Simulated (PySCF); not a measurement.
# NaBe−: bond curves at several levels of theory

Aim: find the lowest electronic state of NaBe−, scan its bond at several levels of theory, and get bond length, wavenumber and dissociation energy from each curve.

Computed with PySCF 2.14.0. Level: Na def2-SVPD, Be def2-SVPD, no relativity.

4 further runs of the same task are left out: 4 set aside as unsound or not needed.

## Step 1: The job

A driver script around PySCF takes these settings:

```yaml
atoms: Na, Be
charge: -1
basis: Na def2-SVPD, Be def2-SVPD
Hamiltonian: no relativity
basis_functions: 30
electrons_treated: 16
masses_in_u: 22.9898, 9.0122
levels: PBE0, PBE, r²SCAN, PBEsol, TPSSh, BLYP, MP2, SCS-MP2, CCSD, CCSD(T)
grid: 80 radial by 434 angular points
occupations: held fixed by the projection of orbital angular momentum
dissociation_limit: Na− + Be, each in its ground configuration
starting_distance_in_angstrom: 2.635
values_of_2S_to_try: 0, 2
```

The run is started by

```
> OMP_NUM_THREADS=1 python dia.py task.json out
```

After this run come: The PBE0 curve of the state that the search chose; PBE (GGA); r²SCAN (meta-GGA); PBEsol (GGA); TPSSh; BLYP; MP2 and coupled cluster.

What does the calculation give? Wanted: for each run, Re; ωe; De; μ.

**Answer**, as computed:

Lowest PBE0 solution found, without spin–orbit coupling: ¹Σ⁺ (singlet), closed shell.

| level | Re (Å) | ωe (cm⁻¹) | De (eV) | μ (D) |
| --- | --- | --- | --- | --- |
| RHF-MP2 | 3.443 | 109.7 | 0.215 | n/a |
| RHF-SCS-MP2 | 3.514 | 95.1 | 0.173 | n/a |
| RHF-CCSD(T) | 3.520 | 83.4 | 0.109 | n/a |
| PBE | 3.217 | 155.8 | 0.64 | -0.75 |
| PBEsol | 3.199 | 159.7 | 0.67 | -0.74 |
| BLYP | 3.227 | 148.6 | 0.57 | -1.17 |
| r²SCAN | 3.267 | 153.0 | 0.60 | -0.62 |
| TPSSh | 3.297 | 146.9 | 0.53 | -0.27 |
| PBE0 | 3.275 | 145.9 | 0.51 | -0.51 |

De is counted to Na− + Be in their ground configurations. A positive dipole points from Na to Be; in an ion it is taken about the centre of mass and does not tell which atom is negative. No constants: RHF-CCSD (no minimum is bracketed among the points kept).

In words: The methods spread over 0.321 Å in bond length, from PBEsol to RHF-CCSD(T). CCSD(T) can't serve as the judge here: for a weak bond in this basis it is far from its limit. Among the levels with a De in the table, it runs from 0.109 eV (RHF-CCSD(T)) to 0.67 eV (PBEsol).

Correlated steps freeze 1 core orbital. With some functionals the highest level of the anion is positive, from self-interaction error or because the anion is truly unbound there; the finite basis then holds the extra electron, and no neutral molecule was run to test the binding.
